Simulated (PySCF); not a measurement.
**GeH−: bond curves at several levels of theory**

What are the lowest state that PBE0 finds, the bond length, vibrational wavenumber and bond energy of GeH−, and how much do these hang on the method?

Program: PySCF 2.14.0. Level of theory: Ge aug-pcseg-1, H aug-pcseg-1, no relativity. These are calculated values, not measurements.

3 further runs of the same task are left out: 3 set aside as unsound or not needed.

### Step 1. Input

The job is set up so:

```yaml
atoms: Ge, H
charge: -1
basis: Ge aug-pcseg-1, H aug-pcseg-1
Hamiltonian: no relativity
basis_functions: 45
electrons_treated: 34
masses_in_u: 73.9212, 1.0078
levels: PBE0, PBE, r²SCAN, LDA, M06, M06-2X, HSE06, HF, MP2, SCS-MP2, CCSD, CCSD(T)
grid: 80 radial by 434 angular points
occupations: held fixed by the projection of orbital angular momentum
dissociation_limit: Ge− + H, each in its ground configuration
starting_distance_in_angstrom: 1.580
values_of_2S_to_try: 0, 2, 4
```

After this run come: PBE0 along the bond; PBE; r²SCAN (meta-GGA); LDA; M06; M06-2X; HSE06; UHF (mean field); Adding correlation.

Before running it: what results should come out? Wanted: for each run, Re; ωe; De; μ.

**Answer**, as computed:

Lowest PBE0 solution found, without spin–orbit coupling: ³Σ⁻ (triplet), unpaired electrons π ↑↑.

| level | Re (Å) | ωe (cm⁻¹) | De (eV) | μ (D) |
| --- | --- | --- | --- | --- |
| UHF | 1.615 | 1785 | 1.87 | -0.30 |
| UHF-MP2 | 1.617 | 1760 | 2.41 | n/a |
| UHF-SCS-MP2 | 1.622 | 1736 | 2.53 | n/a |
| UHF-CCSD | 1.628 | 1696 | 2.54 | n/a |
| UHF-CCSD(T) | 1.631 | 1682 | 2.57 | n/a |
| LDA | 1.636 | 1694 | 3.17 | -0.64 |
| PBE | 1.648 | 1651 | 2.77 | -0.68 |
| r²SCAN | 1.625 | 1732 | 2.83 | -0.51 |
| PBE0 | 1.630 | 1724 | 2.74 | -0.54 |
| M06 | 1.642 | 1657 | n/a | -0.65 |
| HSE06 | 1.631 | 1719 | 2.75 | -0.56 |
| M06-2X | 1.631 | 1734 | 2.77 | -0.55 |

De is counted to Ge− + H in their ground configurations. A positive dipole points from Ge to H; in an ion it is taken about the centre of mass and does not tell which atom is negative.

Differences from CCSD(T) in the same basis:

| level | Re (mÅ) | ωe (%) |
| --- | --- | --- |
| UHF | -16 | +6.1 |
| UHF-MP2 | -14 | +4.6 |
| UHF-SCS-MP2 | -9 | +3.2 |
| UHF-CCSD | -3 | +0.9 |
| LDA | +5 | +0.7 |
| PBE | +18 | -1.8 |
| r²SCAN | -6 | +3.0 |
| PBE0 | -1 | +2.5 |
| M06 | +11 | -1.5 |
| HSE06 | 0 | +2.2 |
| M06-2X | 0 | +3.1 |

In words: Judged by CCSD(T) in the same basis: best bond length HSE06 and M06-2X (0 mÅ), worst PBE (+18 mÅ); best wavenumber LDA (+0.7 %), worst UHF (+6.1 %). Hartree–Fock makes the bond too short and too stiff against this reference, as it mostly does. PBE has the long and soft bond that GGAs tend to give. CCSD(T) in a basis this small is itself some way from its limit, more so than the functionals. Among the levels with a De in the table, it runs from 1.87 eV (UHF) to 3.17 eV (LDA).

Correlated steps freeze 9 core orbitals. With some functionals the highest level of the anion is positive, from self-interaction error or because the anion is truly unbound there; the finite basis then holds the extra electron, and no neutral molecule was run to test the binding.
